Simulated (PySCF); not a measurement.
# H3PYb (Yb(PH3)2+): the cost of one run

Method: several levels, as the steps say, no spin–orbit coupling; program: PySCF 2.14.0.

1 further run of the same task is left out (for a known fault of the program).

## 1. The system as given

5 atoms, charge 2, spin multiplicity 1.

Bond lengths: Yb1–P2 2.967 Å, P2–H3 1.418 Å, P2–H4 1.418 Å, P2–H5 1.418 Å. Angles: Yb1–P2–H3 116.0°, Yb1–P2–H4 116.0°, Yb1–P2–H5 116.0°, H3–P2–H4 102.2°, H3–P2–H5 102.2°, H4–P2–H5 102.2°.

As a file:

```
Yb    0.0000    0.0000   -0.4038
P     0.0000    0.0000    2.5630
H     1.2742    0.0000    3.1853
H    -0.6371    1.1035    3.1853
H    -0.6371   -1.1035    3.1853
```

Formal oxidation states: Yb +2. An earlier session relaxed this geometry at PBE0, Yb def2-SVP with ECP28, P def2-SVP, H def2-SVP (singlet, point group C3v).

At PBE0 on the finer grid: E = -1501.474566 Eh, HOMO -18.04 eV, LUMO -11.98 eV, Mulliken charge on Yb1 +1.58 e, largest force component 0.005 eV/Å. 

Levels to run: revPBE; PBE; PBE0, TZVP. Hardware: 2 threads of Intel Xeon 6975P-C (Granite Rapids), shared host.

## 2. revPBE

The input, run.py (the lines that set the calculation):

```python
mol = gto.M(atom='''
Yb     0.00000     0.00000    -0.40385
P      0.00000     0.00000     2.56303
H      1.27422     0.00000     3.18532
H     -0.63711     1.10351     3.18532
H     -0.63712    -1.10351     3.18532''',
    basis={'Yb': 'def2-SVP', 'P': 'def2-SVP', 'H': 'def2-SVP'},
    ecp={'Yb': 'def2-SVP'},
    charge=2, spin=0)
mf = dft.RKS(mol, xc='PBE_R,PBE')
mf.grids.atom_grid = (75, 302)  # f atoms: unpruned, at least (60, 302)
mf = mf.density_fit()  # fitting sets: Yb def2-universal-JKFIT, P def2-universal-JKFIT, H def2-universal-JKFIT
mf.conv_tol = 1e-08; mf.max_cycle = 55
mf.kernel(dm0)  # dm0: the density of the relaxed state
```

Started as:

```sh
OMP_NUM_THREADS=2 python run.py
```

**Question.** How long does this run take on 2 threads of Intel Xeon 6975P-C (Granite Rapids), shared host?

About 5.4 s.
